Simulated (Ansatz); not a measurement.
# ClFGeH4O2: the cost of one run

Method: RKS BLYP/def2-SVP, in Ansatz 0.2.0.

## Step 1: Starting point

Bond lengths: Ge1–Cl2 2.570 Å, Ge1–F3 1.680 Å, Ge1–O4 1.769 Å, O4–H5 1.010 Å, Ge1–H6 1.549 Å, Ge1–O7 2.070 Å, O7–H8 1.010 Å, Cl2–H9 1.592 Å. Angles: Ge1–Cl2–H9 62.0°, Cl2–Ge1–F3 109.4°, Cl2–Ge1–O4 109.5°, Cl2–Ge1–H6 109.5°, Cl2–Ge1–O7 71.6°, F3–Ge1–O4 109.5°, F3–Ge1–H6 109.5°, F3–Ge1–O7 67.2°, O4–Ge1–H6 109.5°, O4–Ge1–O7 176.6°, H6–Ge1–O7 72.8°, Ge1–O4–H5 109.5°, Ge1–O7–H8 109.5°.

Structure file:

```xyz
9

Ge    0.0000    0.0000    0.0000
Cl    0.0000    0.0000    2.5700
F     1.5842    0.0000   -0.5594
O    -0.8337    1.4443   -0.5894
H    -1.7915    1.2136   -0.8118
H    -0.7300   -1.2648   -0.5162
O     1.0804   -1.6406    0.6527
H     0.5140   -2.4726    0.5682
H     0.7730   -1.1739    1.8227
```

## Step 2: A restrained relaxation towards end A

Springs on the bonds that form and break draw the guess towards this end; the thresholds are loose.

The input, input.yaml:

```yaml
crystal:
  periodic: [false, false, false]
  atoms:
    - { symbol: Ge, position_ang: [0.0, 0.0, 0.0] }
    - { symbol: Cl, position_ang: [0.0, 0.0, 2.57] }
    - { symbol: F, position_ang: [1.5842, 0.0, -0.5594] }
    - { symbol: O, position_ang: [-0.8337, 1.4443, -0.5894] }
    - { symbol: H, position_ang: [-1.7915, 1.2136, -0.8118] }
    - { symbol: H, position_ang: [-0.73, -1.2648, -0.5162] }
    - { symbol: O, position_ang: [1.0804, -1.6406, 0.6527] }
    - { symbol: H, position_ang: [0.514, -2.4726, 0.5682] }
    - { symbol: H, position_ang: [0.773, -1.1739, 1.8227] }
basis:
  gaussian: { orbitals: def2-SVP }
hamiltonian:
  xc: blyp
relax:
  f_tol: 0.15
  max_steps: 25
  restrain:
    - { distance: [0, 6], at: 2.97, k: 30.0 }
    - { distance: [8, 1], at: 2.57, k: 30.0 }
    - { distance: [0, 1], at: 2.22, k: 30.0 }
    - { distance: [8, 6], at: 1.01, k: 30.0 }
```

On the command line:

```console
$ ansatz run input.yaml --threads 4 --pin off --max-ram 5120MiB --backend cpu --events-out ev --progress --plain --runs-dir out
```

What time and memory should one allow on 4 threads of Arm Neoverse V1, shared host?

About 16 s, with a peak of 0.17 GiB.
